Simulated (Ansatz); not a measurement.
# One shape, several levels: triplet BCl2F

Wanted: a comparison of 6 runs (UB3LYP/STO-3G, UBHLYP/STO-3G, UPBE0/STO-3G, USVWN5/STO-3G, UMP2/STO-3G, UCCSDT(Q)/STO-3G) of triplet BCl2F. 

The calculation is run with Ansatz 0.2.0.

67 further runs of the same task are left out: 4 that didn't finish, 63 set aside as unsound or not needed.

## Step 1: The system as given

The species is BCl2F (4 atoms), meant as a triplet with charge 0. As SMILES of the parent species, `FB(Cl)Cl`. The shape is that of a PBE0-D4/def2-TZVP optimisation. That shape belongs to the parent species and isn't relaxed for this state.

Bond lengths: F1–B2 1.310 Å, B2–Cl3 1.739 Å, B2–Cl4 1.739 Å. Angles: F1–B2–Cl3 119.3°, F1–B2–Cl4 119.3°, Cl3–B2–Cl4 121.5°.

## Step 2: The energy at UB3LYP/STO-3G (run 1)

The input, molecule.yaml:

```yaml
crystal:
  periodic: [false, false, false]
  atoms:
    - {symbol: F, position_ang: [0.114370, -1.165320, -0.781190]}
    - {symbol: B, position_ang: [0.007910, -0.080610, -0.054040]}
    - {symbol: Cl, position_ang: [-1.549540, 0.373780, 0.571420]}
    - {symbol: Cl, position_ang: [1.427260, 0.872140, 0.263810]}
basis:
  gaussian: {orbitals: STO-3G}
magnetization: {spin_polarized: true, initial_magnetization: 2}
hamiltonian: {xc: {name: B3LYP}}
accuracy: high
```

Launch:

```sh
ansatz run molecule.yaml --threads 1 --pin off --max-ram 3480MiB --events-out events.jsonl --progress --plain --runs-dir runs
```

Log:

```text
Warning: RAYON_NUM_THREADS=1 ignored (pool sized by the plan → 1); use --threads N
Functional definition: B3LYP
  name "B3LYP"
  parameter a0 = 0.2
  parameter ax = 0.72
  parameter ac = 0.81
  exchange = (1 - a0 - ax)*slater_x + ax*b88_x + a0*exact_x
  correlation = (1 - ac)*vwn_rpa_c + ac*lyp_c
522 factors; integrals over basis functions are off by at most 3.1e-8 eV
mean field evaluation 1: about -28111.0102 eV, gradient 1.8e1 eV
mean field evaluation 2: about -28107.5478 eV, gradient 2.7e1 eV
mean field evaluation 4: about -28114.1968 eV, gradient 1.3e0 eV
mean field evaluation 8: about -28114.2188 eV, gradient 1.1e-1 eV
mean field evaluation 16: about -28114.2189 eV, gradient 9.6e-6 eV
mean field evaluation 32: about -28114.2129 eV, gradient 8.0e-1 eV
mean field -28114.21892290 eV, -1033.1784889145 hartree, gradient 3.6e-9 eV, S^2 2.002730; 4 other end points of the search recorded, 0 dependent functions left out
reference -28114.21894795 eV, -1033.1784898350 hartree; 25, 23 occupied and 3, 5 virtual orbitals, 522 factors
Total energy: -28114.21894795 eV, -1033.1784898350 hartree
```

Run time: 5.4 s. Hardware: 1 thread of Arm Neoverse V1, shared host; peak memory 0.16 GiB.

## Step 3: The energy at UBHLYP/STO-3G (run 2)

molecule.yaml, as its differences from that of step 2:

```diff
@@ -10,3 +10,3 @@
 magnetization: {spin_polarized: true, initial_magnetization: 2}
-hamiltonian: {xc: {name: B3LYP}}
+hamiltonian: {xc: {name: BHLYP}}
 accuracy: high
```

Launch:

```sh
ansatz run molecule.yaml --threads 1 --pin off --max-ram 3480MiB --events-out events.jsonl --progress --plain --runs-dir runs
```

Log:

```text
Warning: RAYON_NUM_THREADS=1 ignored (pool sized by the plan → 1); use --threads N
Functional definition: BHLYP
  name "BHLYP"
  parameter a = 0.5
  exchange = (1 - a)*b88_x + a*exact_x
  correlation = lyp_c
522 factors; integrals over basis functions are off by at most 3.1e-8 eV
mean field evaluation 1: about -28112.5491 eV, gradient 1.4e1 eV
mean field evaluation 2: about -28112.1332 eV, gradient 1.6e1 eV
mean field evaluation 4: about -28114.1842 eV, gradient 6.1e-1 eV
mean field evaluation 8: about -28114.2406 eV, gradient 9.6e-2 eV
mean field evaluation 16: about -28114.2414 eV, gradient 1.0e-4 eV
mean field evaluation 32: about -28114.0745 eV, gradient 1.9e0 eV
mean field -28114.24144480 eV, -1033.1793165792 hartree, gradient 1.8e-8 eV, S^2 2.006074; 5 other end points of the search recorded, 0 dependent functions left out
reference -28114.24146198 eV, -1033.1793172103 hartree; 25, 23 occupied and 3, 5 virtual orbitals, 522 factors
Total energy: -28114.24146198 eV, -1033.1793172103 hartree
```

It took 4.2 s on 1 thread of Arm Neoverse V1, shared host; peak memory 0.16 GiB.

Runs 3 to 5 aren't shown in full; the table further down has their settings and results.

## Step 4: A single-point energy at UCCSDT(Q)/STO-3G (run 6)

The input, run.yaml:

```yaml
crystal:
  periodic: [false, false, false]
  atoms:
    - symbol: F
      position_ang: [0.114370, -1.165320, -0.781190]
    - symbol: B
      position_ang: [0.007910, -0.080610, -0.054040]
    - symbol: Cl
      position_ang: [-1.549540, 0.373780, 0.571420]
    - symbol: Cl
      position_ang: [1.427260, 0.872140, 0.263810]
basis:
  gaussian:
    orbitals: STO-3G
magnetization:
  spin_polarized: true
  initial_magnetization: 2
correlation:
  method: ccsdt_q
  frozen_orbitals: {B: 1, Cl: 5, F: 1}
accuracy: high
scf:
  omitted_lower_state_checks: [cluster_reference, increment]
```

Launch:

```sh
ansatz run run.yaml --threads 1 --pin off --max-ram 3480MiB --events-out events.jsonl --progress --plain --runs-dir runs
```

Log:

```text
Warning: RAYON_NUM_THREADS=1 ignored (pool sized by the plan → 1); use --threads N
[... 17 lines left out ...]
12 core orbitals not correlated: weight in the atoms' cores, before any rotation towards them, 1.000 or more for the frozen orbitals, at most 0.000 for the correlated occupied ones
[... 44 lines left out ...]
Total energy: -28068.79453413 eV, -1031.5091734171 hartree
Checks for a lower state left out: cluster_reference, increment
```

Wall time 12 s (1 thread of Arm Neoverse V1, shared host); peak memory 0.36 GiB.

## Step 5: The series

```tsv
run	level	frozen core orbitals	energy (Eh)	⟨S²⟩	wall time
1	UB3LYP/STO-3G	–	-1033.178490	2.003	5.4 s
2	UBHLYP/STO-3G	–	-1033.179317	2.006	4.2 s
3	UPBE0/STO-3G	–	-1032.818878	2.004	4.2 s
4	USVWN5/STO-3G	–	-1029.240980	2.001	7.2 s
5	UMP2/STO-3G	12	-1031.484692	2.007	2 s
6	UCCSDT(Q)/STO-3G	12	-1031.509173	2.007	12 s
```

## Step 6: Summary of results

```
                                           quantity           value
                                run 6: total energy  -1031.50917 Eh
run 6: correlation energy (12 core orbitals frozen)       -69.2 mEh
           run 6: ⟨S²⟩ of the reference determinant           2.007
                               run 6: T1 diagnostic           0.032
```

In words: Totals of different functionals can't be ranked against each other. In runs 1, 2, 3, 4, 5, 6 the basis is minimal, so the values are rough. All runs together took 35 s, the longest 12 s.
